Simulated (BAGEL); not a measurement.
# CH6OSSi (SMILES OC[SiH2]S): HF/3-21G (density fitting with qzvpp-jkfit)

Aim: the vertical ionisation energy of CH6OSSi at HF/3-21G (density fitting with qzvpp-jkfit), from 2 runs. 

The results are computed with BAGEL 1.2.2.

### 1 The system as given

The species is CH6OSSi (10 atoms), meant as a singlet with charge 0. As SMILES, `OC[SiH2]S`. Geometry: relaxed at PBE0-D4/def2-TZVP. This is one conformer, not always the lowest.

Bond lengths: O1–C2 1.420 Å, C2–Si3 1.886 Å, Si3–S4 2.134 Å, O1–H5 0.960 Å, C2–H6 1.098 Å, C2–H7 1.100 Å, Si3–H8 1.486 Å, Si3–H9 1.486 Å, S4–H10 1.346 Å. Some angles: O1–C2–Si3 107.3°, C2–Si3–S4 109.7°, O1–C2–H6 111.9°, O1–C2–H7 111.8°, Si3–C2–H6 109.0°, Si3–C2–H7 109.2°, C2–O1–H5 109.0°, C2–Si3–H8 109.2°, C2–Si3–H9 110.1°, S4–Si3–H8 111.8°.

### 2 A single-point energy at HF/3-21G (density fitting with qzvpp-jkfit)

hf.json

```json
{ "bagel": [

{
  "title": "molecule",
  "basis": "3-21g",
  "df_basis": "qzvpp-jkfit",
  "angstrom": true,
  "geometry": [
    { "atom": "O", "xyz": [   -0.745800,    0.787500,   -1.172200 ] },
    { "atom": "C", "xyz": [   -0.581100,    0.721600,    0.236300 ] },
    { "atom": "Si", "xyz": [    0.294800,   -0.903400,    0.621600 ] },
    { "atom": "S", "xyz": [    2.163700,   -0.972300,   -0.405600 ] },
    { "atom": "H", "xyz": [   -1.147600,    1.628600,   -1.401600 ] },
    { "atom": "H", "xyz": [    0.025700,    1.554000,    0.617100 ] },
    { "atom": "H", "xyz": [   -1.547200,    0.746100,    0.761500 ] },
    { "atom": "H", "xyz": [   -0.586600,   -2.037100,    0.241000 ] },
    { "atom": "H", "xyz": [    0.608400,   -0.982100,    2.071500 ] },
    { "atom": "H", "xyz": [    1.598700,   -0.594200,   -1.566800 ] }
  ]
},
{ "title": "hf" },
{ "title": "print", "file": "orbitals.molden", "orbitals": true }

]}
```

Started as:

```bash
BAGEL_NUM_THREADS=1 BAGEL hf.json > hf.out
```

What it wrote:

```text
* using 1 threads per process

  ===============================================================
  ===============================================================

  *** Geometry ***

  { "atom" : "O", "xyz" : [     -1.409358,      1.488159,     -2.215137 ] },
  { "atom" : "C", "xyz" : [     -1.098120,      1.363626,      0.446542 ] },
  { "atom" : "Si", "xyz" : [      0.557091,     -1.707179,      1.174654 ] },
  { "atom" : "S", "xyz" : [      4.088800,     -1.837381,     -0.766473 ] },
  { "atom" : "H", "xyz" : [     -2.168650,      3.077608,     -2.648640 ] },
  { "atom" : "H", "xyz" : [      0.048566,      2.936634,      1.166150 ] },
  { "atom" : "H", "xyz" : [     -2.923784,      1.409925,      1.439026 ] },
  { "atom" : "H", "xyz" : [     -1.108513,     -3.849561,      0.455424 ] },
  { "atom" : "H", "xyz" : [      1.149709,     -1.855900,      3.914568 ] },
  { "atom" : "H", "xyz" : [      3.021105,     -1.122875,     -2.960823 ] },

  Number of auxiliary basis functions:      516

  Since a DF basis is specified, we compute 2- and 3-index integrals:
    o Being stored without compression. Storage requirement is 0.013 GB

  Number of basis functions:       56
  Number of electrons      :       50

    * METHOD: MOLECULE                             0.21

  *** RHF ***

  === Nuclear Repulsion ===
   219.1096734076

      * DIIS with orbital gradients will be used.

  === RHF iteration (3-21g) ===
      0       -798.43490901          0.01840551           0.05
      1       -798.51553237          0.00878848           0.05
      2       -798.53272844          0.00146973           0.04
      3       -798.53347438          0.00026205           0.05
      4       -798.53350855          0.00006884           0.04
      5       -798.53351219          0.00001329           0.05
      6       -798.53351236          0.00000336           0.04
      7       -798.53351236          0.00000095           0.04
      8       -798.53351236          0.00000023           0.05
      9       -798.53351236          0.00000009           0.05
     10       -798.53351236          0.00000003           0.05
     11       -798.53351236          0.00000001           0.05
    * SCF iteration converged.

    * Permanent dipole moment:
           (    1.195133,    -0.932766,    -0.339706) a.u.

    * METHOD: HF                                   0.69

    * METHOD: PRINT                                0.01

  ===============================================================
```

It took 1.1 s on 1 thread of Arm Neoverse V1, shared host; peak memory 0.094 GiB.

### 3 The doublet cation, same level

hf.json

```json
{ "bagel" : [

{
  "title" : "molecule",
  "basis" : "3-21g",
  "df_basis" : "qzvpp-jkfit",
  "angstrom" : true,
  "geometry" : [
    { "atom" : "O", "xyz" : [   -0.745800,    0.787500,   -1.172200 ] },
    { "atom" : "C", "xyz" : [   -0.581100,    0.721600,    0.236300 ] },
    { "atom" : "Si", "xyz" : [    0.294800,   -0.903400,    0.621600 ] },
    { "atom" : "S", "xyz" : [    2.163700,   -0.972300,   -0.405600 ] },
    { "atom" : "H", "xyz" : [   -1.147600,    1.628600,   -1.401600 ] },
    { "atom" : "H", "xyz" : [    0.025700,    1.554000,    0.617100 ] },
    { "atom" : "H", "xyz" : [   -1.547200,    0.746100,    0.761500 ] },
    { "atom" : "H", "xyz" : [   -0.586600,   -2.037100,    0.241000 ] },
    { "atom" : "H", "xyz" : [    0.608400,   -0.982100,    2.071500 ] },
    { "atom" : "H", "xyz" : [    1.598700,   -0.594200,   -1.566800 ] }
  ]
},
{
  "title" : "uhf",
  "charge" : 1,
  "nopen" : 1
},
{
  "title" : "print",
  "file" : "orbitals.molden",
  "orbitals" : true
}

]}
```

Started as:

```bash
BAGEL_NUM_THREADS=1 BAGEL hf.json > hf.out
```

What it wrote:

```text
* using 1 threads per process

  ===============================================================
  ===============================================================

  *** Geometry ***

  { "atom" : "O", "xyz" : [     -1.409358,      1.488159,     -2.215137 ] },
  { "atom" : "C", "xyz" : [     -1.098120,      1.363626,      0.446542 ] },
  { "atom" : "Si", "xyz" : [      0.557091,     -1.707179,      1.174654 ] },
  { "atom" : "S", "xyz" : [      4.088800,     -1.837381,     -0.766473 ] },
  { "atom" : "H", "xyz" : [     -2.168650,      3.077608,     -2.648640 ] },
  { "atom" : "H", "xyz" : [      0.048566,      2.936634,      1.166150 ] },
  { "atom" : "H", "xyz" : [     -2.923784,      1.409925,      1.439026 ] },
  { "atom" : "H", "xyz" : [     -1.108513,     -3.849561,      0.455424 ] },
  { "atom" : "H", "xyz" : [      1.149709,     -1.855900,      3.914568 ] },
  { "atom" : "H", "xyz" : [      3.021105,     -1.122875,     -2.960823 ] },

  Number of auxiliary basis functions:      516

  Since a DF basis is specified, we compute 2- and 3-index integrals:
    o Being stored without compression. Storage requirement is 0.013 GB

  Number of basis functions:       56
  Number of electrons      :       50

    * METHOD: MOLECULE                             0.22

  *** Open-shell HF ***

  === Nuclear Repulsion ===
   219.1096734076

      * DIIS with orbital gradients will be used.

  === UHF iteration (3-21g) ===
      0       -798.07132445          0.03637104           0.09
      1       -798.17277715          0.01894264           0.09
      2       -798.19441978          0.01140082           0.09
      3       -798.20337814          0.00223952           0.09
      4       -798.20706355          0.00090894           0.09
      5       -798.20781566          0.00040640           0.09
      6       -798.20797823          0.00015526           0.09
      7       -798.20802591          0.00011559           0.09
      8       -798.20805999          0.00007416           0.09
      9       -798.20807054          0.00004128           0.09
     10       -798.20807247          0.00001637           0.09
     11       -798.20807373          0.00000755           0.09
     12       -798.20807457          0.00000479           0.09
     13       -798.20807501          0.00000322           0.09
     14       -798.20807516          0.00000188           0.09
     15       -798.20807519          0.00000066           0.09
     16       -798.20807519          0.00000028           0.09
     17       -798.20807519          0.00000017           0.09
     18       -798.20807519          0.00000012           0.09
     19       -798.20807519          0.00000009           0.09
     20       -798.20807519          0.00000006           0.09
     21       -798.20807519          0.00000003           0.09
     22       -798.20807519          0.00000001           0.09
    * SCF iteration converged.

    * S^2 (UHF) is 0.7572

    * Permanent dipole moment:
           (   -0.461327,    -0.052648,    -0.092537) a.u.

    * METHOD: UHF                                  2.19

    * METHOD: PRINT                                0.01

  ===============================================================
```

It took 2.6 s on 1 thread of Arm Neoverse V1, shared host; peak memory 0.094 GiB.

### 4 Summary of results

Level: HF/3-21G (density fitting with qzvpp-jkfit).

| quantity | value |
| --- | --- |
| singlet CH6OSSi: total energy | -798.53351 Eh |
| singlet CH6OSSi: dipole moment | 3.95 D |
| singlet CH6OSSi: HOMO energy | -10.14 eV |
| singlet CH6OSSi: LUMO energy | 3.93 eV |
| singlet CH6OSSi: HOMO–LUMO gap | 14.06 eV |
| doublet cation: total energy | -798.20808 Eh |
| doublet cation: ⟨S²⟩ | 0.757 |
| vertical ionisation energy (to the doublet cation) | 8.856 eV |

What this shows: The vertical ionisation energy comes to 8.86 eV (204 kcal/mol). The negative HOMO energy of the first species, 10.14 eV, lies 1.28 eV above that difference.
